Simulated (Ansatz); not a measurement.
**CH5FSeSi: basis-set convergence**

An exercise on one series of results from a longer session: the logs are not shown, and one member is left open.

Program: Ansatz 0.2.0, Gaussian basis. Level of theory: one geometry, several basis sets. These are calculated values, not measurements.

Plan: PBE0-D4/def2-SVP; ωB97M-V/def2-SVP; PBE0-D4/def2-QZVPP; ωB97M-V/def2-QZVPP; the functionals' def2-TZVPP values are taken from earlier runs.

## The relaxed structure

The geometry comes from an earlier relaxation with PBE0-D4 in a triple-zeta def2 set; it is a stationary point, not always the lowest conformer.

SMILES `C[Se][SiH2]F`, 9 atoms, charge 0, spin multiplicity 1.

Atoms are counted from 1 here; the program's logs count them from 0.

Bond lengths: C1–Se2 1.962 Å, C1–H5 1.088 Å, C1–H6 1.088 Å, C1–H7 1.088 Å, Se2–Si3 2.258 Å, Si3–F4 1.597 Å, Si3–H8 1.484 Å, Si3–H9 1.484 Å. Angles: Se2–C1–H5 110.6°, Se2–C1–H6 110.6°, Se2–C1–H7 106.0°, H5–C1–H6 110.8°, H5–C1–H7 109.4°, H6–C1–H7 109.4°, C1–Se2–Si3 93.4°, Se2–Si3–F4 107.8°, Se2–Si3–H8 111.1°, Se2–Si3–H9 111.3°, F4–Si3–H8 108.5°, F4–Si3–H9 108.4°, H8–Si3–H9 109.6°.

Geometry (Å):

```xyz
9
charge 0, multiplicity 1
C     0.33222    1.53627    0.08248
Se    1.07077   -0.02179    1.01862
Si   -0.27519   -1.47750   -0.06201
F     0.04628   -2.94048    0.49100
H     0.50999    1.45893   -0.98853
H    -0.73100    1.63926    0.29152
H     0.86291    2.40129    0.47504
H    -1.70544   -1.17875    0.19907
H    -0.02215   -1.46362   -1.52439
```

Set-up of the first run:

Contents of in.yaml:

```yaml
crystal:
  periodic: [false, false, false]
  atoms:
    - {symbol: C, position_ang: [0.332217, 1.536272, 0.082475]}
    - {symbol: Se, position_ang: [1.070773, -0.021794, 1.018625]}
    - {symbol: Si, position_ang: [-0.275186, -1.477501, -0.062014]}
    - {symbol: F, position_ang: [0.046276, -2.940477, 0.491004]}
    - {symbol: H, position_ang: [0.509986, 1.458926, -0.988528]}
    - {symbol: H, position_ang: [-0.730996, 1.639261, 0.291516]}
    - {symbol: H, position_ang: [0.862915, 2.401286, 0.475041]}
    - {symbol: H, position_ang: [-1.705436, -1.178748, 0.199067]}
    - {symbol: H, position_ang: [-0.022147, -1.463625, -1.524388]}
basis:
  gaussian: {orbitals: def2-SVP}
hamiltonian: {xc: pbe0, dispersion: d4}
output: {orbitals: {seedname: orbitals}}
```

Started as:

```
> ansatz run in.yaml --threads 4 --pin off --events-out ev --progress --plain --max-ram 10444MiB
```

Among the steps run: PBE0-D4 in def2-SVP; ωB97M-V in def2-SVP; PBE0-D4 in def2-QZVPP; ωB97M-V in def2-QZVPP.

One table of the session follows, with a row left open; its other results are not shown here.

It belongs to the step «Density functionals: the series». 

| functional | basis | HOMO (eV) |
| --- | --- | --- |
| PBE0-D4 | def2-SVP | -6.72 |
| PBE0-D4 | def2-TZVPP | -6.81 |
| PBE0-D4 | def2-QZVPP | ? |
| ωB97M-V | def2-SVP | -8.86 |
| ωB97M-V | def2-TZVPP | -8.97 |
| ωB97M-V | def2-QZVPP | -8.99 |

Q: Estimate the row for PBE0-D4, def2-QZVPP from the others.

The run gave: HOMO (eV): -6.83. In the column «HOMO (eV)» it lies between ωB97M-V, def2-SVP (-8.86) and PBE0-D4, def2-TZVPP (-6.81).
